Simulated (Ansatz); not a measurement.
# C4H8Ge: up Jacob's ladder to CCSD(T)

An exercise on one series of results from a longer session: the logs are not shown, and one member is left open.

Method: functionals in def2-TZVPP, the program's frozen cores in correlated methods; program: Ansatz 0.2.0, Gaussian basis.

The runs, in order: PBE-D4, r2SCAN-D4, PBE0-D4, B3LYP-D4, ωB97X-V, ωB97M-V, B2PLYP; CCSD(T)/def2-TZVPP; MP2/def2-QZVPP; extrapolation to the limit.

**Structure used throughout**

An earlier PBE0-D4 in a triple-zeta def2 set relaxation fixed the geometry.

SMILES `[CH3][GeH2][C]1=CC1`, 13 atoms, charge 0, spin multiplicity 1.

Atoms are counted from 1 here; the program's logs count them from 0.

Bond lengths: C1–Ge2 1.951 Å, C1–H6 1.091 Å, C1–H7 1.091 Å, C1–H8 1.090 Å, Ge2–C3 1.923 Å, Ge2–H9 1.541 Å, Ge2–H10 1.538 Å, C3–C4 1.296 Å, C3–C5 1.518 Å, C4–C5 1.484 Å, C4–H11 1.077 Å, C5–H12 1.090 Å, C5–H13 1.090 Å. Angles: Ge2–C1–H6 110.4°, Ge2–C1–H7 109.9°, Ge2–C1–H8 110.1°, H6–C1–H7 108.8°, H6–C1–H8 108.9°, H7–C1–H8 108.7°, C1–Ge2–C3 109.6°, C1–Ge2–H9 110.3°, C1–Ge2–H10 110.9°, C3–Ge2–H9 108.7°, C3–Ge2–H10 108.3°, H9–Ge2–H10 109.0°, Ge2–C3–C4 150.0°, Ge2–C3–C5 146.9°, C4–C3–C5 63.1°, C3–C4–C5 65.8°, C3–C4–H11 148.6°, C5–C4–H11 145.6° and more.

Set-up of the first run:

in.yaml reads:

```yaml
crystal:
  periodic: [false, false, false]
  atoms:
    - {symbol: C, position_ang: [-1.142430, -1.373627, 1.355700]}
    - {symbol: Ge, position_ang: [0.561474, -0.495081, 0.990878]}
    - {symbol: C, position_ang: [0.447065, 0.466553, -0.670072]}
    - {symbol: C, position_ang: [0.236898, 0.477484, -1.948382]}
    - {symbol: C, position_ang: [0.517550, 1.813248, -1.367160]}
    - {symbol: H, position_ang: [-1.088151, -1.935351, 2.289186]}
    - {symbol: H, position_ang: [-1.386986, -2.060621, 0.544834]}
    - {symbol: H, position_ang: [-1.936623, -0.630869, 1.436721]}
    - {symbol: H, position_ang: [1.689294, -1.538663, 0.880360]}
    - {symbol: H, position_ang: [0.912550, 0.505211, 2.105597]}
    - {symbol: H, position_ang: [0.014233, -0.071558, -2.848233]}
    - {symbol: H, position_ang: [1.489916, 2.280565, -1.524539]}
    - {symbol: H, position_ang: [-0.294293, 2.528109, -1.230090]}
basis:
  gaussian: {orbitals: def2-TZVPP}
hamiltonian: {xc: pbe, dispersion: d4}
output: {forces: true, orbitals: {seedname: orbitals}}
```

On the command line:

```sh
> ansatz run in.yaml --threads 2 --pin off --events-out ev --progress --plain --max-ram 22528MiB --backend cuda --devices 0, --max-vram 18GiB
```

Among the steps run: PBE-D4 (GGA); r2SCAN-D4 (meta-GGA); PBE0-D4 (hybrid); B3LYP-D4 (hybrid); ωB97X-V (range-separated); ωB97M-V (range-separated); B2PLYP (double hybrid); CCSD(T) in def2-TZVPP; MP2 in def2-QZVPP.

One of the session's tables, all rows but one given; the rest of the session is left out.

It belongs to the step «Atomisation energies». 

| method | atomisation energy (eV) |
| --- | --- |
| PBE-D4 | 51.686 |
| r2SCAN-D4 | 50.838 |
| PBE0-D4 | 51.005 |
| B3LYP-D4 | 50.554 |
| ωB97X-V | 50.790 |
| ωB97M-V | 50.658 |
| B2PLYP | 50.143 |
| HF/def2-TZVPP | 37.335 |
| MP2/def2-TZVPP | 50.254 |
| CCSD/def2-TZVPP | 48.881 |
| CCSD(T)/def2-TZVPP | 49.631 |
| MP2/CBS | 51.276 |
| CCSD(T)/CBS | ? |

**Question.** Estimate the row for CCSD(T)/CBS.

**Answer.** atomisation energy (eV): 50.653. In the column «atomisation energy (eV)» it lies between B3LYP-D4 (50.554) and ωB97M-V (50.658).

Caveats from the session: Free atoms (4 C, 1 Ge, 8 H) were run apart at each level; the atomisation energy is their sum less the molecule, without zero-point or spin-orbit terms.
